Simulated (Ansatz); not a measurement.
Task: energies of removing a hydrogen of BClH₆OSi₂, SMILES [SiH3][SiH2]OBCl, with Ansatz 0.2.0 through its Python package. Give the script and its output. Level of theory (for the species named): Hartree-Fock, def2-TZVP basis, multiplicity 1.

```yaml
atoms:
  - { symbol: Si, position_ang: [-1.4446, 0.5227, 0.8463] }
  - { symbol: Si, position_ang: [0.7150, 0.2827, 0.6522] }
  - { symbol: O, position_ang: [1.0356, -1.2604, -0.0318] }
  - { symbol: B, position_ang: [0.9336, -1.1255, -1.4644] }
  - { symbol: Cl, position_ang: [2.2833, -0.7664, -2.5922] }
  - { symbol: H, position_ang: [-1.7716, 1.8950, 1.4368] }
  - { symbol: H, position_ang: [-2.0755, 0.5026, -0.4982] }
  - { symbol: H, position_ang: [-2.0135, -0.4781, 1.6761] }
  - { symbol: H, position_ang: [1.3116, 0.3805, 2.0400] }
  - { symbol: H, position_ang: [1.3010, 1.3682, -0.1389] }
  - { symbol: H, position_ang: [-0.2095, -1.3785, -1.9055] }
```

Script `bde_bclh6osi2.py`:
```python
# -*- coding: utf-8 -*-
'''X-H bond energies and deprotonation of BClH6OSi2 without relaxation.'''

import ansatz

BASIS = 'def2-TZVP'
XC = 'hf'


def energy_of(molecule, charge=0, unpaired=0):
    calc = molecule.calculation().basis(gaussian=BASIS).functional(XC)
    if charge:
        calc = calc.charge(charge)
    if unpaired:
        calc = calc.spin('collinear', total=unpaired)
    report = calc.run(threads=1).report
    if report['published_state_doubts']:
        print('  doubts:', report['published_state_doubts'])
    return report['free_energy_ev']

def without(molecule, index):
    rest = ansatz.Crystal.molecule()
    for i, site in enumerate(molecule.cartesian_sites):
        if i != index:
            rest = rest.atom(site.symbol, site.position_ang)
    return rest


def main():
    mol = (
        ansatz.Crystal.molecule()
        .atom('Si', (-1.4446, 0.5227, 0.8463))
        .atom('Si', (0.715, 0.2827, 0.6522))
        .atom('O', (1.0356, -1.2604, -0.0318))
        .atom('B', (0.9336, -1.1255, -1.4644))
        .atom('Cl', (2.2833, -0.7664, -2.5922))
        .atom('H', (-1.7716, 1.895, 1.4368))
        .atom('H', (-2.0755, 0.5026, -0.4982))
        .atom('H', (-2.0135, -0.4781, 1.6761))
        .atom('H', (1.3116, 0.3805, 2.04))
        .atom('H', (1.301, 1.3682, -0.1389))
        .atom('H', (-0.2095, -1.3785, -1.9055))
    )

    whole = energy_of(mol, 0)
    hydrogen = energy_of(ansatz.Crystal.molecule().atom('H', (0, 0, 0)), 0, 1)
    print(f'E(molecule) = {whole:.5f} eV, E(H) = {hydrogen:.5f} eV')
    for index in [7, 9, 10]:
        radical = energy_of(without(mol, index), 0, 1)
        print(f'H{index}: homolysis {23.060548 * (radical + hydrogen - whole):.1f} kcal/mol')
        anion = energy_of(without(mol, index), -1)
        print(f'H{index}: loss of a proton {23.060548 * (anion - whole):.1f} kcal/mol')


if __name__ == '__main__':
    main()
```

```console
$ python bde_bclh6osi2.py
E(molecule) = -31036.41321 eV, E(H) = -13.60052 eV
H7: homolysis 72.4 kcal/mol
H7: loss of a proton 377.7 kcal/mol
H9: homolysis 74.4 kcal/mol
H9: loss of a proton 382.3 kcal/mol
H10: homolysis 85.0 kcal/mol
H10: loss of a proton 412.4 kcal/mol
```

What to keep in mind:
- Total energies depend on the basis set; only differences at equal settings carry meaning.
- The geometry is a force-field or estimated start, not a minimum of this method, and the basis set is short of its limit. All parts are taken at fixed geometry, without zero-point energy.
- Hartree-Fock leaves correlation out, so bond, atomisation and ionisation energies come out well too low.
- Anions want diffuse functions, which this basis lacks.
- Hardware and time: 51 s on 1 thread of Arm Neoverse V2, on a shared host, peak memory 0.68 GiB.

(A comment or docstring line of the script was reworded after the run, the code is as it ran; lines on the test bed's own set-up are left out of the output.)
